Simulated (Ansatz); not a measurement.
# In3Sb2As: the cost of one run

Program: Ansatz 0.2.0. Level of theory: DFT PBE, scalar-relativistic, plane waves, PAW. These are calculated values, not measurements.

1 further run of the same task is left out (set aside as unsound or not needed). Runs told in other sessions of the task aren't counted.

### 1 The starting structure

The structure is trigonal, space group P3m1 (No. 156). Conventional cell: a = 4.590 Å, b = 4.590 Å, c = 11.242 Å, α = 90.00°, β = 90.00°, γ = 120.00°. Around In (site symmetry 3m) lie 1 As at 2.68 Å and 3 Sb at 2.84 Å. Around In (site symmetry 3m) lie 4 Sb at 2.84 to 2.86 Å. In (site symmetry 3m) has 3 As at 2.77 Å and 1 Sb at 2.88 Å in its first shell of neighbours. Sb (site symmetry 3m) has 4 In at 2.84 to 2.86 Å in its first shell of neighbours. Sb (site symmetry 3m) has 4 In at 2.84 to 2.88 Å in its first shell of neighbours. As (site symmetry 3m) has 4 In at 2.68 to 2.77 Å in its first shell of neighbours.

Structure file:

```
CELL_PARAMETERS angstrom
4.58969 0.00000 0.00000
-2.29484 3.97478 0.00000
0.00000 0.00000 11.24182
ATOMIC_POSITIONS crystal
In 0.00000 0.00000 0.01212
In 0.33333 0.66667 0.66727
In 0.66667 0.33333 0.32113
Sb 0.33333 0.66667 0.92175
Sb 0.66667 0.33333 0.57710
As 0.00000 0.00000 0.25064
```

The cell was relaxed beforehand at this level, from a generated guess; it is a trial structure. At a tolerance of 0.05 Å it has space group P3m1 (No. 156); it has 34.18 Å³/atom, an uncorrected energy of -0.15 eV/atom over the elements.

### 2 Electronic structure at the relaxed geometry

The input, input.yaml:

```yaml
crystal:
  lattice:
    - [4.5896861743, 0.0, 0.0]
    - [-2.2948430871, 3.9747848223, 0.0]
    - [0.0, 0.0, 11.2418231]
  atoms:
    - { symbol: In, position: [0.0, 0.0, 0.01212] }
    - { symbol: In, position: [0.3333333333, 0.6666666667, 0.667269] }
    - { symbol: In, position: [0.6666666667, 0.3333333333, 0.321131] }
    - { symbol: Sb, position: [0.3333333333, 0.6666666667, 0.921745] }
    - { symbol: Sb, position: [0.6666666667, 0.3333333333, 0.577096] }
    - { symbol: As, position: [0.0, 0.0, 0.250638] }
basis:
  ecutwfc: 420
kpoints:
  mp_grid: { grid: [12, 12, 4] }
  band_path:
    path:
      - [[0.0, 0.0, 0.0], [0.5, 0.0, 0.0], [0.33333333, 0.33333333, 0.0], [0.0, 0.0, 0.0], [0.0, 0.0, 0.5], [0.5, 0.0, 0.5], [0.33333333, 0.33333333, 0.5], [0.0, 0.0, 0.5]]
      - [[0.5, 0.0, 0.5], [0.5, 0.0, 0.0]]
      - [[0.33333333, 0.33333333, 0.5], [0.33333333, 0.33333333, 0.0]]
    npoints: 14
hamiltonian:
  xc: pbe
scf:
  occupations: { method: gaussian, width: 0.1 }
  n_extra_bands: 15
output:
  forces: true
  stress: true
  eigenvalues: true
  populations: true
  dos: { projected: true, de: 0.02, nscf_kmesh: { grid: [15, 15, 5] } }
  bader: true
  write_density: true
  write_potential: true
  elf: true
  volumetric_format: npy
```

Run with:

```bash
$ ansatz run input.yaml --threads 4 --pin off --max-ram 8192MiB --backend cpu --events-out ev --progress --plain --runs-dir out
```

What time and memory should one allow on 4 threads of Intel Xeon Platinum 8375C at 2.90GHz (Ice Lake), shared host?

About 66 s, with a peak of 1.4 GiB.
